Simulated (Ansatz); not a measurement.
# C2H6ClFO2Zr: small, medium and large basis sets

An exercise on one series of results from a longer session: the logs are not shown, and one member is left open.

Method: one geometry, several basis sets; program: Ansatz 0.2.0, Gaussian basis.

Plan: PBE0-D4/def2-SVP; ωB97M-V/def2-SVP; PBE0-D4/def2-QZVPP; ωB97M-V/def2-QZVPP; the functionals' def2-TZVPP values are taken from earlier runs.

### The relaxed structure

The geometry comes from an earlier relaxation with PBE0-D4 in a triple-zeta def2 set; it is a stationary point, not always the lowest conformer. Zr takes the def2 core potential; no spin-orbit term is included.

SMILES `CC[O][Zr]([OH])([F])[Cl]`, 13 atoms, charge 0, spin multiplicity 1.

Atoms are counted from 1 here; the program's logs count them from 0.

Bond lengths: C1–C2 1.511 Å, C1–H8 1.093 Å, C1–H9 1.092 Å, C1–H10 1.092 Å, C2–O3 1.400 Å, C2–H11 1.096 Å, C2–H12 1.096 Å, O3–Zr4 1.890 Å, Zr4–O5 1.909 Å, Zr4–F6 1.910 Å, Zr4–Cl7 2.373 Å, O5–H13 0.953 Å. Angles: C2–C1–H8 110.2°, C2–C1–H9 110.7°, C2–C1–H10 110.8°, H8–C1–H9 108.4°, H8–C1–H10 108.4°, H9–C1–H10 108.4°, C1–C2–O3 111.2°, C1–C2–H11 110.6°, C1–C2–H12 110.6°, O3–C2–H11 108.3°, O3–C2–H12 108.6°, H11–C2–H12 107.5°, C2–O3–Zr4 178.5°, O3–Zr4–O5 110.6°, O3–Zr4–F6 108.2°, O3–Zr4–Cl7 108.3°, O5–Zr4–F6 109.1°, O5–Zr4–Cl7 110.2° and more.

Set-up of the first run:

in.yaml reads:

```yaml
crystal:
  periodic: [false, false, false]
  atoms:
    - {symbol: C, position_ang: [-2.165470, -0.141938, 0.284392]}
    - {symbol: C, position_ang: [-0.865199, -0.753866, 0.751362]}
    - {symbol: O, position_ang: [0.220466, -0.257996, 0.019105]}
    - {symbol: Zr, position_ang: [1.683396, 0.454532, -0.942986]}
    - {symbol: O, position_ang: [3.020229, 1.105493, 0.253566]}
    - {symbol: F, position_ang: [1.045445, 1.901589, -2.014445]}
    - {symbol: Cl, position_ang: [2.577534, -1.261704, -2.316560]}
    - {symbol: H, position_ang: [-2.999750, -0.540943, 0.866347]}
    - {symbol: H, position_ang: [-2.341840, -0.367942, -0.769271]}
    - {symbol: H, position_ang: [-2.148436, 0.943187, 0.406212]}
    - {symbol: H, position_ang: [-0.889383, -1.843325, 0.636081]}
    - {symbol: H, position_ang: [-0.697988, -0.538826, 1.813102]}
    - {symbol: H, position_ang: [3.560996, 1.301751, 1.013105]}
basis:
  gaussian: {orbitals: def2-SVP}
hamiltonian: {xc: pbe0, dispersion: d4}
output: {orbitals: {seedname: orbitals}}
```

On the command line:

```console
ansatz run in.yaml --threads 2 --pin off --events-out ev --progress --plain --max-ram 31744MiB --backend cpu
```

Steps of the session up to this table: PBE0-D4 in def2-SVP; ωB97M-V in def2-SVP; PBE0-D4 in def2-QZVPP; ωB97M-V in def2-QZVPP.

One of the session's tables, all rows but one given; the rest of the session is left out.

It belongs to the step «Functionals by basis». 

| functional | basis | HOMO (eV) |
| --- | --- | --- |
| PBE0-D4 | def2-SVP | -8.50 |
| PBE0-D4 | def2-TZVPP | -8.59 |
| PBE0-D4 | def2-QZVPP | ? |
| ωB97M-V | def2-SVP | -10.77 |
| ωB97M-V | def2-TZVPP | -10.90 |
| ωB97M-V | def2-QZVPP | -10.92 |

Q: Estimate the row for PBE0-D4, def2-QZVPP from the others.

The run gave: HOMO (eV): -8.61. In the column «HOMO (eV)» it lies between ωB97M-V, def2-SVP (-10.77) and PBE0-D4, def2-TZVPP (-8.59).
